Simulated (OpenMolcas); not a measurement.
# Br2 (SMILES BrBr): HF/ANO-R3 (DKH2, RICD fitting), part 2 of 2

OpenMolcas 26.06.

**3. The triplet at the same level**

File job.inp:

```
&GATEWAY
  Coord
  2
  bohr
  Br     1.83893029    -0.61499247     0.94219855
  Br    -1.83893029     0.61499247    -0.94219855
  Basis = ANO-R3
  Group = NoSym
  RICD

&SEWARD
  Relativistic = R02O02
  Expert

&SCF
  UHF
  Spin = 3
  PrOrbitals = 0
```

Run with:

```bash
export MOLCAS_MEM=1860
pymolcas job.inp > job.log
```

Output:

```text
--- Start Module: gateway ---

                                              &GATEWAY

                       available to each process: 1.9 GB of memory, 1 thread

++    Symmetry information:
      ---------------------

                    Character Table for C1

                             E
                    a        1  x, y, xy, Rz, z, xz, Ry, yz, Rx, I
--

++    Basis set information:
      ----------------------

      Basis set label: BR.ANO-R...7S6P5D4F2G.

      Electronic valence basis set:
      ------------------
      Associated Effective Charge  35.000000 au
      Associated Actual Charge     35.000000 au
      Nuclear Model: Finite nucleus - Gaussian distribution
        Gaussian exponent, Xi/bohr**(-2):  2.43055E+08

      Shell  nPrim  nBasis  Cartesian Spherical Contaminant
         s      21       7        X
         p      15       6        X
         d       9       5                 X
         f       7       4                 X
         g       5       2                 X
--

++    Molecular structure info:
      -------------------------

                    ************************************************
                    **** Cartesian Coordinates / bohr, angstrom ****
                    ************************************************

     Center  Label                x              y              z                     x              y              z
        1      BR1              1.838930      -0.614992       0.942199              0.973120      -0.325440       0.498590
        2      BR2             -1.838930       0.614992      -0.942199             -0.973120       0.325440      -0.498590
--

            Nuclear Potential Energy            284.11283855 au

--- Stop Module: gateway /rc=_RC_ALL_IS_WELL_ ---
--- Module gateway spent 8 seconds ---

--- Start Module: seward ---

                                              &SEWARD

                       available to each process: 1.9 GB of memory, 1 thread

 ###############################################################################
 ###    WARNING:  EXPERT option is ON!                                       ###
 ###############################################################################
               SEWARD will generate:
                  Multipole Moment integrals up to order  2
                  Kinetic Energy integrals
                  Nuclear Attraction integrals (finite nuclei - Gaussian type)
                  One-Electron Hamiltonian integrals
                  Velocity integrals
                  Relativistic Douglas-Kroll-Hess integrals:
                    - Parametrization         : OPT
                    - DKH order of Hamiltonian: 2
                    - DKH order of Properties : 2
                         - multipole moment operators
                         - electric potential operators
                         - contact operators
                  Orbital angular momentum around ( -0.0000   0.0000  -0.0000 )
                  Velocity quadrupole around ( -0.0000   0.0000  -0.0000 )
                  Atomic mean-field integrals
                  RI decomposed two-electron repulsion integrals stored Cholesky style
                   - acCD auxiliary basis
                   - CD Threshold:   1.00E-04

                   Integrals are discarded if absolute value <: 1.00E-14
                   Integral cutoff threshold is set to       <: 1.00E-16

            Nuclear Potential Energy            284.11283855 au

      Basis set specifications :
      Symmetry species         a
      Basis functions          192

 Post_2Center_RI
 Detected lin. dependences in the auxiliary basis.
 # of AuxBas before l. d. removal:   2868
 # of AuxBas after  l. d. removal:   2754

--- Stop Module: seward /rc=_RC_ALL_IS_WELL_ ---
--- Module seward spent 38 seconds ---

--- Start Module: scf ---

                                                &SCF

                       available to each process: 1.9 GB of memory, 1 thread

++    Input section:
      --------------

      Header of the integral files:

      Cartesian coordinates in angstrom:
      -----------------------------------------------------
      No.  Label        X            Y            Z
      -----------------------------------------------------
       1   BR1        0.97312000  -0.32544000   0.49859000
       2   BR2       -0.97312000   0.32544000  -0.49859000
      -----------------------------------------------------
      Nuclear repulsion energy =  284.11283855
--

++    Orbital specifications:
      -----------------------

      Symmetry species               1
                                     a
      Frozen orbitals                0
      Start temperature = 0.500
      End temperature   = 0.010
      Temperature Factor= 0.460
      Deleted orbitals               0
      Total number of orbitals     192
      Number of basis functions    192
--

      Molecular charge                           0.000

++    Optimization specifications:
      ----------------------------

[... 23 lines left out ...]
++ Convergence information
                               UHF SCF        iterations: Energy and convergence statistics
[... 24 lines left out ...]
       Convergence after  19 Iterations
[... 3 lines left out ...]
 *                                             SCF/KS-DFT Program, Final results                                             *
 *                                                       Final Results                                                       *
[... 88 lines left out ...]
      NBO located      1.000 non-bonded electrons on atom BR2
      NBO located      1.000 non-bonded electrons on atom BR2
      NBO located      1.000 non-bonded electrons on atom BR2
      NBO located      1.000 non-bonded electrons on atom BR2
      NBO located      1.000 non-bonded electrons on atom BR2
      NBO located      1.000 non-bonded electrons on atom BR2
      NBO located      1.000 non-bonded electrons on atom BR2
      The remaining    4.872 electrons are to be considered as diffuse
--

++    Molecular orbitals:
      -------------------

      Title: Natural orbitals

      Molecular orbitals for symmetry species 1: a

          Orbital            1         2         3         4         5         6         7         8         9        10
          Energy         -498.1020 -498.1016  -67.0566  -67.0244  -58.9524  -58.9487  -58.8634  -58.8621  -58.9975  -58.9975
          Occ. No.          2.0000    2.0000    2.0000    2.0000    2.0000    2.0000    2.0000    2.0000    2.0000    2.0000

[... 191 lines of this table left out ...]
      192 BR2    6g4+       0.0000    0.0000    0.0000   -0.0000   -0.0000   -0.0000   -0.0000    0.0000   -0.0000   -0.0000

          Orbital           11        12        13        14        15        16        17        18        19        20
          Energy           -7.5457   -7.5466   -9.9911   -9.9563   -7.6769   -6.0983   -7.6031   -7.5932   -3.4018   -5.0149
          Occ. No.          2.0000    2.0000    2.0000    2.0000    2.0000    2.0000    2.0000    2.0000    2.0000    2.0000

[... 191 lines of this table left out ...]
      192 BR2    6g4+       0.0000   -0.0000   -0.0000    0.0000    0.0000   -0.0000   -0.0000    0.0000    0.0000    0.0000

          Orbital           21        22        23        24        25        26        27        28        29        30
          Energy           -3.1533   -3.1483   -3.1574   -3.1573   -3.1949   -3.1659   -3.1665   -3.1716   -0.5096   -0.4185
          Occ. No.          2.0000    2.0000    2.0000    2.0000    2.0000    2.0000    2.0000    2.0000    1.9997    1.9995

[... 191 lines of this table left out ...]
      192 BR2    6g4+       0.0000    0.0000    0.0000    0.0000   -0.0000    0.0000    0.0000    0.0000    0.0001    0.0000

          Orbital           31        32        33        34        35        36        37        38        39        40
          Energy           -1.1238   -0.9794   -0.5537   -0.4699   -0.1333   -0.2642    0.4514    0.7375    0.7548    0.8704
          Occ. No.          1.9992    1.9987    1.9961    1.9920    1.0000    1.0000    0.0080    0.0039    0.0013    0.0008

[... 191 lines of this table left out ...]
      192 BR2    6g4+      -0.0001    0.0000    0.0001    0.0003   -0.0001    0.0001    0.0014    0.0010   -0.0000    0.0008

          Orbital           41        42        43        44        45        46        47        48        49        50
          Energy            0.9019    0.8225    1.1393    1.2324    1.2890    1.6775    1.2068    1.2584    1.5066    1.3858
          Occ. No.          0.0005    0.0003    0.0000    0.0000    0.0000    0.0000    0.0000    0.0000    0.0000    0.0000

[... 146 lines of this table left out ...]
      147 BR2    4f3-      -0.0229    0.0341    0.0017   -0.0106    0.0066    0.0136    0.0131    0.0118    0.0536    0.0404
   
[... cut ...]
   -0.0040    0.0176   -0.0446    0.3282   -0.1097   -0.1483   -0.0040
      137 BR2    3d1+       0.0002    0.0062   -0.0018   -0.0083    0.0005    0.0243    0.0237   -0.0525    0.0003   -0.0029
      138 BR2    4d1+      -0.0045    0.0337   -0.0531   -0.0115    0.0638    0.1711    0.2153   -0.4237    0.0038   -0.0111
[... 53 lines of this table left out ...]
      192 BR2    6g4+       0.0187    0.0005   -0.0020    0.0061    0.0453    0.0112   -0.0114   -0.0256    0.0088   -0.0250

          Orbital           91        92        93        94        95        96        97        98        99       100
          Energy           16.2577   26.4276   25.5266    2.9738    9.2618    3.5091    1.4029    2.9992    3.0778   25.0895
          Occ. No.          0.0000    0.0000    0.0000    0.0000    0.0000    0.0000    0.0000    0.0000    0.0000    0.0000

[... 191 lines of this table left out ...]
      192 BR2    6g4+       0.0014    0.0050    0.0095    0.0381   -0.0024    0.0281   -0.0137    0.0399    0.0007    0.0170

          Orbital          101       102       103       104       105       106       107       108       109       110
          Energy            2.9510    2.8817    7.7734    3.4365   18.5293   18.5138   18.0654    3.0633    4.5685   17.4275
          Occ. No.          0.0000    0.0000    0.0000    0.0000    0.0000    0.0000    0.0000    0.0000    0.0000    0.0000

[... 191 lines of this table left out ...]
      192 BR2    6g4+      -0.1054   -0.0390    0.0058   -0.0092   -0.1105    0.0915   -0.0920   -0.0161    0.0992    0.0073

          Orbital          111       112       113       114       115       116       117       118       119       120
          Energy           22.3129   24.2380   18.2408    8.8130    9.2653   19.3664    2.4165   18.0483   18.2314    7.4778
          Occ. No.          0.0000    0.0000    0.0000    0.0000    0.0000    0.0000    0.0000    0.0000    0.0000    0.0000

[... 191 lines of this table left out ...]
      192 BR2    6g4+      -0.0028    0.0180    0.4248   -0.0019    0.0004    0.4753   -0.0332    0.0920   -0.2537   -0.0005

          Orbital          121       122       123       124       125       126       127       128       129       130
          Energy           18.1139   18.8967   25.0037    3.3789   27.7731    2.8739   18.2297   29.6135   18.4882   18.3507
          Occ. No.          0.0000    0.0000    0.0000    0.0000    0.0000    0.0000    0.0000    0.0000    0.0000    0.0000

[... 191 lines of this table left out ...]
      192 BR2    6g4+      -0.1087   -0.3243    0.0034   -0.0554    0.0037    0.0385    0.2502    0.0594   -0.2377    0.0719

          Orbital          131       132       133       134       135       136       137       138       139       140
          Energy           18.3065   29.1218    8.9227   25.3171    2.9544   18.3503    9.1575    9.4583   18.1921   28.6152
          Occ. No.          0.0000    0.0000    0.0000    0.0000    0.0000    0.0000    0.0000    0.0000    0.0000    0.0000

[... 191 lines of this table left out ...]
      192 BR2    6g4+      -0.1606   -0.0193   -0.0014   -0.0008    0.0731   -0.1713   -0.0007   -0.0002   -0.3097   -0.0030
--

++    Molecular properties:
      ---------------------

      Charge (e):
                      =   -0.0000
      Dipole Moment (debye):
      Origin of the operator (angstrom)=   -0.0000    0.0000   -0.0000
                   X= -2.4142E-10               Y=  2.0422E-10               Z=  1.5364E-10           Total=  3.5156E-10
      Quadrupole Moment (debye*angstrom):
      Origin of the operator (angstrom)=   -0.0000    0.0000   -0.0000
                  XX= -3.6253E+01              XY=  7.2941E-01              XZ= -1.1109E-01              YY= -3.5422E+01
                  YZ= -6.8456E-01              ZZ= -3.6784E+01
      In traceless form (debye*angstrom)
                  XX= -1.5028E-01              XY=  1.0941E+00              XZ= -1.6664E-01              YY=  1.0969E+00
                  YZ= -1.0268E+00              ZZ= -9.4658E-01
--

--- Stop Module: scf /rc=_RC_ALL_IS_WELL_ ---
--- Module scf spent 1 minute 30 seconds ---

.##################.
.# Happy landing! #.
.##################.

    Timing: Wall=137.69 User=134.50 System=3.15
```

Wall time 2.3 min (1 thread of Arm Neoverse V1, shared host); peak memory 0.46 GiB.

**4. Outcome**

What follows sums up all 2 parts.

Level: HF/ANO-R3 (DKH2, RICD fitting).

```
                                        quantity           value
                           singlet: total energy  -5208.43851 Eh
                          singlet: dipole moment          0.00 D
                            singlet: HOMO energy       -11.02 eV
                            singlet: LUMO energy         0.11 eV
                          singlet: HOMO–LUMO gap        11.13 eV
                           triplet: total energy  -5208.35273 Eh
                          triplet: dipole moment          0.00 D
     triplet: HOMO energy (highest over α and β)        -8.79 eV
      triplet: LUMO energy (lowest over α and β)        -2.24 eV
                                   triplet: ⟨S²⟩           2.030
vertical energy of the triplet above the singlet        2.334 eV
```

At this shape the triplet lies 2.33 eV (225 kJ/mol) above the singlet.
